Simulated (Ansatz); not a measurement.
The system is YbGe2Ru2.

```
Yb Ru Ge
1.0
    -2.10150    2.10150    4.88150
     2.10150   -2.10150    4.88150
     2.10150    2.10150   -4.88150
Yb Ru Ge
1 2 2
Direct
  0.00000 0.00000 0.00000
  0.25000 0.75000 0.50000
  0.75000 0.25000 0.50000
  0.62500 0.62500 0.00000
  0.37500 0.37500 0.00000
```

Alike in all runs: program Ansatz 0.2.0; functional PBEsol; potentials or basis Ansatz PAW; cutoff 420 eV (not typed: the program's choice for these potentials); k mesh 8 × 8 × 8; occupations fermi-dirac, width 0.05 eV.

The same cell was started in several ways:

```csv
start,free energy over the lowest (meV/atom),net moment (μB),site or absolute moments (μB),gap
"collinear spin, ferromagnetic start of up to 1.5 μB; fixed moment 4.5",469.9,4.50,Yb +0.74; Ru +1.24; Ge +0.08,-
"collinear spin, ferromagnetic start of up to 1.27 μB; fixed moment 3.8",335.6,3.80,Yb +0.69; Ru +1.01; Ge +0.06,-
"collinear spin, program default start; fixed moment 0",0.0,0.00,-,-
"collinear spin, ferromagnetic start of up to 0.73 μB; fixed moment 2.2",94.6,2.20,Yb +0.53; Ru +0.54; Ge +0.03,-
"collinear spin, ferromagnetic start of up to 1 μB; fixed moment 3",201.8,3.00,Yb +0.62; Ru +0.76; Ge +0.05,-
"collinear spin, ferromagnetic start of up to 2 μB; fixed moment 6",810.6,6.00,Yb +0.89; Ru +1.67; Ge +0.12,-
"collinear spin, ferromagnetic start of up to 0.27 μB; fixed moment 0.8",7.1,0.80,Yb +0.30; Ru +0.18; Ge +0.01,-
"collinear spin, ferromagnetic start of up to 0.5 μB; fixed moment 1.5",35.9,1.50,Yb +0.43; Ru +0.36; Ge +0.02,-
```

All polarised runs hold their moment fixed, so the table maps the energy against it. A still lower state may exist.

Caveats: spin-orbit coupling is left out, which moves the levels of the heavy elements; the total moment is fixed, so each spin has its own Fermi level; without U or exact exchange the open f shell lies at the Fermi level, which spoils levels, moments and volumes.
